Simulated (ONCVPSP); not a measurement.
# Ga: the cost of one run

The numbers are computed with ONCVPSP 4.0.1.1 (patched build) (PBE, scalar-relativistic, spin-unpolarised reference atom).

**1. Starting point**

Typed settings, in words:

| Property | Result |
| --- | --- |
| element | gallium (Ga, Z = 31) |
| type | optimised norm-conserving Vanderbilt (ONCV) |
| frozen core | [Ne] |
| valence charge | 21 |
| reference configuration | 3s2 3p6 3d10 4s2 4p1 |
| partial waves | 3s+4s: rc 1.25 bohr, ncon 4, nbas 7, qcut 10.2 1/bohr, 2 projectors; 3p+4p: rc 1.30 bohr, ncon 3, nbas 7, qcut 13.2 1/bohr, 2 projectors; 3d: rc 0.70 bohr, ncon 4, nbas 9, qcut 14.3 1/bohr, 2 projectors, debl 1.1 Ha |
| local potential | polynomial inside 0.45 bohr (lpopt 5, dvloc0 0 Ha) |
| core correction | Teter function, fcfact 3, rcfact 1.35 |

The outer shells as boxes (Hund's rule for the drawing; the calculation is spin-unpolarised):

```
[Ne] core
3s [↑↓]
3p [↑↓][↑↓][↑↓]
3d [↑↓][↑↓][↑↓][↑↓][↑↓]
4s [↑↓]
4p [↑ ][  ][  ]
```

**2. The generation run**

Ga.dat reads:

```
# ATOM AND REFERENCE CONFIGURATION
# atsym  z   nc   nv     iexc    psfile
  Ga 31.00    3    5        4      upf
#
#   n    l    f
    1    0    2.00
    2    0    2.00
    2    1    6.00
    3    0    2.00
    3    1    6.00
    3    2   10.00
    4    0    2.00
    4    1    1.00
#
# PSEUDOPOTENTIAL AND OPTIMIZATION
# lmax
    2
#
#   l,   rc,      ep,       ncon, nbas, qcut
    0    1.25    0.00    4    7   10.20
    1    1.30    0.00    3    7   13.20
    2    0.70    0.00    4    9   14.30
#
# LOCAL POTENTIAL
# lloc, lpopt,  rc(5),   dvloc0
    4    5    0.45    0.00
#
# VANDERBILT-KLEINMAN-BYLANDER PROJECTORs
# l, nproj, debl
    0    2    0.70
    1    2    3.60
    2    2    1.10
#
# MODEL CORE CHARGE
# icmod, fcfact, rcfact
    3    3.00    1.35
#
# LOG DERIVATIVE ANALYSIS
# epsh1, epsh2, depsh
   -7.00    5.00    0.04
#
# OUTPUT GRID
# rlmax, drl
    6.00    0.01
#
# TEST CONFIGURATIONS
# ncnf
    4
# nvcnf
#   n    l    f
    5
    3    0    2.00
    3    1    6.00
    3    2   10.00
    4    0    2.00
    4    1    0.00
#
    5
    3    0    2.00
    3    1    6.00
    3    2   10.00
    4    0    1.00
    4    1    0.00
#
    5
    3    0    2.00
    3    1    6.00
    3    2   10.00
    4    0    0.00
    4    1    0.00
#
    5
    3    0    2.00
    3    1    6.00
    3    2   10.00
    4    0    1.00
    4    1    2.00
#
```

Command:

```bash
$ oncvpsp.x < Ga.dat > Ga.out
```

**Question.** How long does this run take on 1 thread of Intel Xeon 6975P-C, shared host?

About 3.3 s.
